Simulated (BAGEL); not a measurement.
**One shape, several levels: GeH3Br (GeBrH3)**

Aim: a comparison of 4 runs (B3LYP/6-31G*, B3LYP/def2-TZVP, PBE0/def2-TZVP, RI-MP2/def2-TZVP) of GeH3Br (GeBrH3). 

The calculation is run with BAGEL 1.2.2.

20 further runs of the same task are left out: 5 that didn't finish, 15 set aside as unsound or not needed.

### 1 The system as given

GeH3Br has 5 atoms, charge 0, and is taken as a singlet. As SMILES, `[H][Ge]([H])([H])[Br]`. Geometry: a GFN2-xTB relaxation, a rough one for these elements and not checked as a minimum.

Bond lengths: Ge1–Br2 2.258 Å, Ge1–H3 1.499 Å, Ge1–H4 1.499 Å, Ge1–H5 1.499 Å. Angles: Br2–Ge1–H3 107.3°, Br2–Ge1–H4 107.3°, Br2–Ge1–H5 107.2°, H3–Ge1–H4 111.6°, H3–Ge1–H5 111.6°, H4–Ge1–H5 111.6°.

### 2 The energy at B3LYP/6-31G(d) (density fitting with qzvpp-jkfit, spherical functions) (run 1)

The input, calc.json:

```json
{ "bagel" : [

{
  "title" : "molecule",
  "basis" : "6-31gs.json",
  "df_basis" : "qzvpp-jkfit",
  "angstrom" : "true",
  "geometry" : [
    { "atom" : "Ge", "xyz" : [   -0.000710,    0.002030,   -0.184820 ] },
    { "atom" : "Br", "xyz" : [    0.012120,   -0.020250,    2.073140 ] },
    { "atom" : "H", "xyz" : [    1.427480,    0.010840,   -0.638550 ] },
    { "atom" : "H", "xyz" : [   -0.723430,    1.242790,   -0.613540 ] },
    { "atom" : "H", "xyz" : [   -0.715460,   -1.235420,   -0.636230 ] }
  ]
},
{ "title" : "ks", "xc_func" : "b3lyp", "charge" : 0 },
{ "title" : "print", "file" : "orbitals.molden", "orbitals" : "true" }

]}
```

The basis set 6-31G* is read from a file made from the Basis Set Exchange's data (not shown).

Started as:

```
BAGEL_NUM_THREADS=1 BAGEL calc.json > calc.out
```

Log:

```text
* using 1 threads per process

  ===============================================================
  ===============================================================

  *** Geometry ***

  { "atom" : "Ge", "xyz" : [     -0.001342,      0.003836,     -0.349259 ] },
  { "atom" : "Br", "xyz" : [      0.022903,     -0.038267,      3.917667 ] },
  { "atom" : "H", "xyz" : [      2.697546,      0.020485,     -1.206685 ] },
  { "atom" : "H", "xyz" : [     -1.367085,      2.348533,     -1.159423 ] },
  { "atom" : "H", "xyz" : [     -1.352023,     -2.334605,     -1.202300 ] },

  Number of auxiliary basis functions:      586

  Since a DF basis is specified, we compute 2- and 3-index integrals:
    o Being stored without compression. Storage requirement is 0.023 GB

  Number of basis functions:       70
  Number of electrons      :       70

    * METHOD: MOLECULE                             0.93

  *** Kohn-Sham DFT ***

    * Removing 7268 points whose weight is below 1.00e-10
    * Grid points: 67262

  === Nuclear Repulsion ===
   315.1753964763

       - DIIS with orbital gradients will be used.

  === KS iteration (b3lyp / 6-31gs.json) ===
      0      -4551.97389291          0.20677166           0.81
      1      -4313.06111498          0.43254746           0.78
      2      -4444.53860417          0.14721440           0.80
      3      -4189.21489872          0.18215762           0.75
      4      -4644.58489809          0.17731519           0.76
      5      -4649.02409480          0.12235810           0.80
      6      -4651.74451034          0.05713252           0.80
      7      -4652.42313572          0.01497621           0.81
      8      -4652.46010309          0.00414198           0.78
      9      -4652.46469823          0.00216098           0.79
     10      -4652.46648780          0.00051225           0.74
     11      -4652.46666192          0.00004838           0.58
     12      -4652.46666390          0.00000951           0.54
     13      -4652.46666392          0.00000673           0.53
     14      -4652.46666394          0.00000051           0.55
     15      -4652.46666394          0.00000030           0.76
     16      -4652.46666394          0.00000002           0.74
     17      -4652.46666394          0.00000001           0.67
     18      -4652.46666394          0.00000000           0.60
    * SCF iteration converged.

    * Permanent dipole moment:
           (    0.003930,    -0.007886,     0.773004) a.u.

    * METHOD: KS                                  14.22

    * METHOD: PRINT                                0.03

  ===============================================================
```

Run time: 16 s. Hardware: 1 thread of AMD EPYC 7R43 (Zen 3), shared host; peak memory 0.3 GiB.

### 3 A single-point energy at B3LYP/def2-TZVP (density fitting with qzvpp-jkfit) (run 2)

The input, job.json:

```json
{ "bagel" : [

{
  "title" : "molecule",
  "basis" : "def2-tzvp.json",
  "df_basis" : "qzvpp-jkfit",
  "angstrom" : true,
  "geometry" : [
    { "atom" : "Ge", "xyz" : [   -0.000710,    0.002030,   -0.184820 ] },
    { "atom" : "Br", "xyz" : [    0.012120,   -0.020250,    2.073140 ] },
    { "atom" : "H", "xyz" : [    1.427480,    0.010840,   -0.638550 ] },
    { "atom" : "H", "xyz" : [   -0.723430,    1.242790,   -0.613540 ] },
    { "atom" : "H", "xyz" : [   -0.715460,   -1.235420,   -0.636230 ] }
  ]
},
{
  "title" : "ks",
  "xc_func" : "b3lyp"
},
{
  "title" : "print",
  "file" : "orbitals.molden",
  "orbitals" : true
}

]}
```

The basis set def2-TZVP is read from a file made from the Basis Set Exchange's data (not shown).

Started as:

```
BAGEL_NUM_THREADS=1 BAGEL job.json > job.out
```

Log:

```text
* using 1 threads per process

  ===============================================================
  ===============================================================

  *** Geometry ***

  { "atom" : "Ge", "xyz" : [     -0.001342,      0.003836,     -0.349259 ] },
  { "atom" : "Br", "xyz" : [      0.022903,     -0.038267,      3.917667 ] },
  { "atom" : "H", "xyz" : [      2.697546,      0.020485,     -1.206685 ] },
  { "atom" : "H", "xyz" : [     -1.367085,      2.348533,     -1.159423 ] },
  { "atom" : "H", "xyz" : [     -1.352023,     -2.334605,     -1.202300 ] },

  Number of auxiliary basis functions:      586

  Since a DF basis is specified, we compute 2- and 3-index integrals:
    o Being stored without compression. Storage requirement is 0.061 GB

  Number of basis functions:      114
  Number of electrons      :       70

    * METHOD: MOLECULE                             0.81

  *** Kohn-Sham DFT ***

    * Removing 7268 points whose weight is below 1.00e-10
    * Grid points: 67262

  === Nuclear Repulsion ===
   315.1753964763

       - DIIS with orbital gradients will be used.

  === KS iteration (b3lyp / def2-tzvp.json) ===
      0      -4557.77628984          0.14773876           1.34
      1      -4350.30848184          0.53561778           1.04
      2      -4571.13302921          0.15242430           1.11
      3      -4415.87682652          0.43794967           1.08
      4      -4527.07553459          0.34943394           0.93
      5      -4558.35636631          0.25489216           0.78
      6      -4579.67487244          0.26151931           0.80
      7      -4586.03303106          0.22796115           0.79
      8      -4487.41757138          0.19569969           0.79
      9      -4508.89563471          0.21270741           0.86
     10      -4649.01022111          0.07655773           0.77
     11      -4653.00650410          0.00902327           0.77
     12      -4653.04089759          0.00553112           0.80
     13      -4653.06919802          0.00044591           0.94
     14      -4653.06936477          0.00013109           1.04
     15      -4653.06937509          0.00003091           1.09
     16      -4653.06937551          0.00000691           0.83
     17      -4653.06937554          0.00000143           0.93
     18      -4653.06937554          0.00000038           0.84
     19      -4653.06937554          0.00000007           0.82
     20      -4653.06937554          0.00000003           0.83
     21      -4653.06937554          0.00000001           0.81
    * SCF iteration converged.

    * Permanent dipole moment:
           (    0.003399,    -0.007005,     0.681582) a.u.

    * METHOD: KS                                  20.85

    * METHOD: PRINT                                0.07

  ===============================================================
```

Run time: 23 s. Hardware: 1 thread of AMD EPYC 7R43 (Zen 3), shared host; peak memory 0.42 GiB.

Run 3 isn't shown in full; the table further down has it.

### 4 The energy at RI-MP2/def2-TZVP (density fitting with qzvpp-jkfit) (run 4)

The input, input.json:

```json
{ "bagel" : [

{
  "title" : "molecule",
  "basis" : "def2-tzvp.json",
  "df_basis" : "qzvpp-jkfit",
  "angstrom" : true,
  "geometry" : [
    { "atom" : "Ge", "xyz" : [      -0.000710,       0.002030,      -0.184820 ] },
    { "atom" : "Br", "xyz" : [       0.012120,      -0.020250,       2.073140 ] },
    { "atom" : "H", "xyz" : [       1.427480,       0.010840,      -0.638550 ] },
    { "atom" : "H", "xyz" : [      -0.723430,       1.242790,      -0.613540 ] },
    { "atom" : "H", "xyz" : [      -0.715460,      -1.235420,      -0.636230 ] }
  ]
},

{ "title" : "hf" },

{ "title" : "mp2", "ncore" : 18 }

]}
```

The basis set def2-TZVP is read from a file made from the Basis Set Exchange's data (not shown).

Started as:

```
BAGEL_NUM_THREADS=1 BAGEL input.json > input.out
```

Log:

```text
* using 1 threads per process

  ===============================================================
  ===============================================================

  *** Geometry ***

  { "atom" : "Ge", "xyz" : [     -0.001342,      0.003836,     -0.349259 ] },
  { "atom" : "Br", "xyz" : [      0.022903,     -0.038267,      3.917667 ] },
  { "atom" : "H", "xyz" : [      2.697546,      0.020485,     -1.206685 ] },
  { "atom" : "H", "xyz" : [     -1.367085,      2.348533,     -1.159423 ] },
  { "atom" : "H", "xyz" : [     -1.352023,     -2.334605,     -1.202300 ] },

  Number of auxiliary basis functions:      586

  Since a DF basis is specified, we compute 2- and 3-index integrals:
    o Being stored without compression. Storage requirement is 0.061 GB

  Number of basis functions:      114
  Number of electrons      :       70

    * METHOD: MOLECULE                             0.71

  *** RHF ***

  === Nuclear Repulsion ===
   315.1753964763

      * DIIS with orbital gradients will be used.

  === RHF iteration (def2-tzvp.json) ===
      0      -4649.52599916          0.00695839           0.30
      1      -4649.56087722          0.00274092           0.37
      2      -4649.56526750          0.00099347           0.29
      3      -4649.56589993          0.00021905           0.24
      4      -4649.56592939          0.00005550           0.28
      5      -4649.56593153          0.00001500           0.25
      6      -4649.56593172          0.00000533           0.25
      7      -4649.56593175          0.00000149           0.28
      8      -4649.56593175          0.00000046           0.25
      9      -4649.56593175          0.00000021           0.26
     10      -4649.56593175          0.00000007           0.25
     11      -4649.56593175          0.00000002           0.27
     12      -4649.56593175          0.00000001           0.27
    * SCF iteration converged.

    * Permanent dipole moment:
           (    0.003726,    -0.007936,     0.767126) a.u.

    * METHOD: HF                                   4.42

  *** RHF ***

  === Nuclear Repulsion ===
   315.1753964763

      * DIIS with orbital gradients will be used.

  === RHF iteration (def2-tzvp.json) ===
      0      -4649.56593175          0.00000000           0.30
    * SCF iteration converged.

    * Permanent dipole moment:
           (    0.003726,    -0.007936,     0.767125) a.u.

  === DF-MP2 calculation ===

    * freezing 18 orbitals
    * 3-index integral transformation done
    * assembly done

      MP2 correlation energy:   -0.5291542439      0.16

      MP2 total energy:       -4650.0950859983

    * METHOD: MP2                                  0.75

  ===============================================================
```

Run time: 6.9 s. Hardware: 1 thread of AMD EPYC 7R43 (Zen 3), shared host; peak memory 0.2 GiB.

### 5 The series

```tsv
run	level	frozen core orbitals	energy (Eh)	dipole moment (D)	HOMO energy (eV)	LUMO energy (eV)	wall time
1	B3LYP/6-31G* (density fitting with qzvpp-jkfit, spherical functions)	–	-4652.466664	1.96	-7.89	-0.63	16 s
2	B3LYP/def2-TZVP (density fitting with qzvpp-jkfit)	–	-4653.069376	1.73	-8.03	-0.61	23 s
3	PBE0/def2-TZVP (density fitting with qzvpp-jkfit)	–	-4652.428348	1.75	-8.29	-0.34	31 s
4	RI-MP2/def2-TZVP (density fitting with qzvpp-jkfit)	18	-4650.095086	–	–	–	6.9 s
```

### 6 What came out

| quantity | value |
| --- | --- |
| run 4: total energy | -4650.09509 Eh |
| run 4: correlation energy (18 core orbitals frozen) | -529.2 mEh |

What this shows: Over runs 1, 2, 3 the dipole moment (its size) runs from 1.73 D (B3LYP/def2-TZVP) to 1.96 D (B3LYP/6-31G*). Over runs 1, 2, 3 the HOMO–LUMO gap runs from 7.26 eV (B3LYP/6-31G*) to 7.96 eV (PBE0/def2-TZVP). The two ends differ in method and basis. Totals of different functionals can't be ranked against each other. All runs together took 77 s, the longest 31 s.
